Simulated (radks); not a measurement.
# Nuclear size and the levels of Ca

The task here is to estimate one member of a computed series from the others.

Program: radks (a radial shooting solver on a logarithmic mesh, Libxc functionals) version 1. Level of theory: Dirac Kohn-Sham, PBE, spin-unpolarised, spherical densities, finite nucleus. These are calculated values, not measurements, unless marked.

**The atom as given**

| Item | Value |
| --- | --- |
| element | calcium (Z = 20) |
| charge | 0 |
| electrons | 20 |
| configuration | [Ar] 4s2 |
| nuclear rms radius | 3.4776 fm |

Outer shells as boxes (Hund's rule):

Ca
```
[Ar] core
4s [↑↓]
```

Set-up of the first run:

Settings of this run:

```text
Z 20
configuration [Ar] 4s2 3d0 4p0
relativity Dirac
functional pbe,pbe
spin unpolarised
j_filling average
nucleus finite rms 3.4776 fm
c 137.035999084
```

Steps of the session up to this table: rms radius 3.4776 fm.

One of the session's tables, all rows but one given; the rest of the session is left out.

It belongs to the step «rms radius 3.4776 fm». Radial moments (bohr):

```
level    <r>  outermost maximum (interpolated)  90 % within  nodes
3s1/2  1.156                             0.994         1.73      2
3p1/2      ?                                 ?            ?      ?
3p3/2  1.274                              1.05         1.97      1
4s1/2  4.020                              3.40         6.02      3
3d3/2  2.368                              1.27         4.41      0
3d5/2  2.377                              1.28         4.43      0
4p1/2  5.389                              4.35         8.27      2
4p3/2  5.417                              4.38         8.31      2
```

**Question.** Estimate the row for 3p1/2.

The run gave: <r>: 1.266; outermost maximum (interpolated): 1.04; 90 % within: 1.96; nodes: 1. In the column «<r>» it lies between 3s1/2 (1.156) and 3p3/2 (1.274).
